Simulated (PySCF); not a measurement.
**SnF+: a composite coupled-cluster curve**

An exercise on one series of results from a longer session: the logs are not shown, and one member is left open.

The runs use PySCF 2.14.0; CCSD(T) on RHF, scalar-relativistic core potentials.

2 further runs of the same task are left out: 2 set aside as unsound or not needed.

The first run:

```yaml
molecule: SnF+
state: singlet, unpaired electrons none
smaller_basis: Sn cc-pwCVDZ-PP with ECP28, F aug-cc-pVDZ
larger_basis: Sn cc-pwCVTZ-PP with ECP28, F aug-cc-pVTZ
frozen_core_orbitals: 5
extrapolation: correlation as n⁻³ (n = 2, 3), Hartree–Fock as (n+1)·exp(−9√n)
corrections: core–valence correlation
distances_Å: 1.6680, 1.7438, 1.8196, 1.8954, 1.9712, 2.0660, 2.1608
masses_u: 119.9022, 18.9984
dissociation_limit: Sn+ + F
```

The run is started by

```bash
OMP_NUM_THREADS=4 python comp.py task.json out
```

One table of the session follows, with a row left open; its other results are not shown here.

Parts of the energy along the bond, in eV from Sn+ + F:

```
 R (Å)  HF/CBS  CCSD corr.      (T)  core–valence
1.6680  -2.480      -1.743  -0.1777       -0.0105
1.7438  -3.008      -1.760  -0.1926       -0.0087
1.8196  -3.211      -1.782  -0.2082       -0.0073
1.8954  -3.193      -1.807  -0.2243       -0.0062
1.9712       ?           ?        ?             ?
2.0660  -2.687      -1.867  -0.2616       -0.0045
2.1608  -2.261      -1.899  -0.2828       -0.0039
```

**Question.** Estimate the row for R (Å) = 1.9712.

Worked estimate for «HF/CBS». A straight line through the neighbours (1.8954, -3.193) and (2.0660, -2.687) gives -3.193 + (-2.687 + 3.193) × (1.9712 − 1.8954) / (2.0660 − 1.8954) = -2.968; a parabola fitted to 4 rows on both sides gives -3.021.

As computed: HF/CBS: -3.027; CCSD corr.: -1.834; (T): -0.2407; core–valence: -0.0053. In «HF/CBS» the line misses by +0.059 and the parabola by +0.006.

Caveats from the session: An extrapolation from double and triple zeta is rough, so this isn't yet the limit.
